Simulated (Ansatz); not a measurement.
A run of Ansatz 0.2.0 is set up as follows.

input.yaml

```yaml
crystal:
  lattice:
    - [0.0, 2.57761, 2.57761]
    - [2.57761, 0.0, 2.57761]
    - [2.57761, 2.57761, 0.0]
  atoms:
    - { symbol: Ge, position: [0.5, 0.5, 0.5] }
    - { symbol: W, position: [0.0, 0.0, 0.0] }
hamiltonian:
  xc: pbe
  pseudopotentials: { kind: paw }
kpoints:
  mp_grid: { grid: [7, 7, 7] }
scf:
  occupations: { method: fermi_dirac, width: 0.05 }
phonons:
  method: dfpt
```

Potentials or basis: Ansatz PAW.

Run with:

```sh
$ ansatz run input.yaml --threads 2 --pin off --max-ram 5632MiB --backend cpu --events-out ev --progress --plain --runs-dir out
```

What does it give for the highest phonon frequency at Γ?

218 cm⁻¹.

What does it give for the band gap on the k mesh?

None (metal or under the smearing width).

Phonon frequencies in cm⁻¹ (negative: imaginary):
| q point | frequencies |
| --- | --- |
| (0.000, 0.000, 0.000) | 0 0 0 218 218 218 |

The run has no spin-orbit coupling, so splittings on W are missing.
